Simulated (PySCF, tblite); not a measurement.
# C₅H₇FNP: geometry, infrared bands and NMR shifts

Aim: predict the infrared bands and NMR shifts of C₅H₇FNP (`Cc1cn(C)c(F)p1`).

The runs use tblite 0.8.0 and PySCF 2.14.0, with density-fitted response routines of our own; the level of theory stands in each step. All values are computed, except where a source is named. Atoms count from 0, in the outputs and in this text.

## Step 1: The molecule as given

15 atoms, charge 0, multiplicity 1; geometry from: force field or distance geometry start.

Bonds of the start (Å): C0–C1 1.50, C1–C2 1.35, C2–N3 1.31, N3–C4 1.50, N3–C5 1.32, C5–F6 1.35, C5–P7 1.87, P7–C1 1.87, C0–H8 1.13, C0–H9 1.09, C0–H10 1.10, C2–H11 1.13, C4–H12 1.09, C4–H13 1.10, C4–H14 1.10.

## Step 2: Geometry optimisation with GFN2-xTB

What the job is given:

```
{"job": {"kind": "relax", "xc": "GFN2-xTB", "basis": "xTB"}, "charge": 0, "multiplicity": 1}
C      2.712400    -0.018200    -0.122700
C      1.260800     0.354100    -0.079000
C      0.185700    -0.454700    -0.015800
N     -1.011200     0.082300     0.013500
C     -2.245700    -0.768700     0.082500
C     -1.141000     1.399800     0.011700
F     -2.280800     2.126800     0.048500
P      0.593100     2.100700    -0.055200
H      3.198700     0.484500     0.762300
H      3.185000     0.273200    -1.059900
H      2.769200    -1.105300     0.055100
H      0.317800    -1.573300    -0.012400
H     -3.075700    -0.196600    -0.329400
H     -2.063700    -1.708800    -0.468200
H     -2.409000    -0.987900     1.146900
```

Command:

```console
> OMP_NUM_THREADS=1 python probes_run.py task.json out
```

The driver reads the jobs from task.json and runs them one after another.

**Question.** This job is followed by: GFN2-xTB harmonic vibrations, gas phase; GIAO PBE0/pcSseg-1 NMR shielding, non-relativistic, gas phase. Predict these results of the whole session: strongest single infrared mode (GFN2-xTB); zero-point energy (GFN2-xTB); 13C shifts against TMS (PBE0/pcSseg-1); 1H shifts against TMS (PBE0/pcSseg-1, means over atoms taken as alike); 15N shifts against NH3 (PBE0/pcSseg-1); 19F shifts against CFCl3 (PBE0/pcSseg-1); 31P shifts against H3PO4 (PBE0/pcSseg-1).

As calculated:

| quantity | value |
| --- | --- |
| strongest single infrared mode (GFN2-xTB) | 1261 cm⁻¹, 134 km/mol |
| zero-point energy (GFN2-xTB) | 70.1 kcal/mol |
| 13C shifts against TMS (PBE0/pcSseg-1) | 194.1, 144.6, 122.4, 32.6, 19.0 ppm |
| 1H shifts against TMS (PBE0/pcSseg-1, means over atoms taken as alike) | 6.55, 3.67, 2.51 ppm |
| 15N shifts against NH3 (PBE0/pcSseg-1) | 178.6 ppm |
| 19F shifts against CFCl3 (PBE0/pcSseg-1) | -117.0 ppm |
| 31P shifts against H3PO4 (PBE0/pcSseg-1) | 37.8 ppm |

Over 28 steps the energy fell by 0.843 eV; of the close pairs, C5–P7 changed most, 1.872 to 1.719 Å. No mode is imaginary among the 39: a minimum at this level. The strongest single mode, at 1261 cm⁻¹, moves mainly C5. Unscaled tight-binding wavenumbers are off by several per cent, some by more. Its intensities can rank the bands wrongly. At PBE0/pcSseg-1: Shielding is most anisotropic at P7 (span 324 ppm, paramagnetic term -688 ppm). NICS(1)zz of -22 ppm above the planar ring from C1 marks a diatropic (aromatic) ring current.
